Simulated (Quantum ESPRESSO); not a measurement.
Input of a Quantum ESPRESSO 7.5 run:

The input pw.in:

```
&CONTROL
  calculation = 'vc-relax'
  prefix = 'pwscf'
  outdir = './tmp'
  pseudo_dir = './pseudo'
  tprnfor = .true.
  tstress = .true.
  disk_io = 'low'
  nstep = 40
  forc_conv_thr = 0.0004
  etot_conv_thr = 1d-05
/
&SYSTEM
  ibrav = 0
  nat = 7
  ntyp = 3
  ecutwfc = 45
  ecutrho = 360
  nbnd = 38
  input_dft = 'pbe'
  occupations = 'smearing'
  smearing = 'fd'
  degauss = 0.00734986
  vdw_corr = 'grimme-d3'
  dftd3_version = 4
/
&ELECTRONS
  conv_thr = 1.4d-09
  electron_maxstep = 120
  mixing_beta = 0.5
/
&IONS
  ion_dynamics = 'bfgs'
/
&CELL
  cell_dynamics = 'bfgs'
  press = 0
  press_conv_thr = 0.3
/
ATOMIC_SPECIES
Y     88.9058 y_pbesol_v1.4.uspp.F.UPF
Re   186.2070 re_pbesol_v1.2.uspp.F.UPF
S     32.0600 s_pbesol_v1.4.uspp.F.UPF
CELL_PARAMETERS angstrom
   4.2731500100    0.0000000000    0.0000000000
   0.0000000000    4.2731500100    0.0000000000
   0.0000000000    0.0000000000    7.7027639800
ATOMIC_POSITIONS crystal
Y      0.5000000000    0.5000000000    0.0000000000
Re     0.0000000000    0.0000000000    0.5000000000
S      0.0000000000    0.5000000000    0.2989495400
S      0.0000000000    0.5000000000    0.7010504600
S      0.5000000000    0.0000000000    0.2989495400
S      0.5000000000    0.0000000000    0.7010504600
S      0.0000000000    0.0000000000    0.0000000000
K_POINTS automatic
3 3 2 0 0 0
```

Potentials or basis: GBRV 1.5 PBEsol.

Launch:

```console
$ OMP_NUM_THREADS=1 pw.x -in pw.in > pw.out
```

(1) Predict the relaxed volume.

(2) What does it give for the space group after relaxing (to 0.05 Å)?

Answers

(1) 17.29 Å³/atom.

(2) P4/mmm (No. 123).

Caveat: the k mesh is coarse (spacing up to 0.49 Å⁻¹), so the values aren't converged; the potentials were made for another functional, which shifts forces and pressure; pairwise dispersion overbinds metals, which lowers pressure and volume.
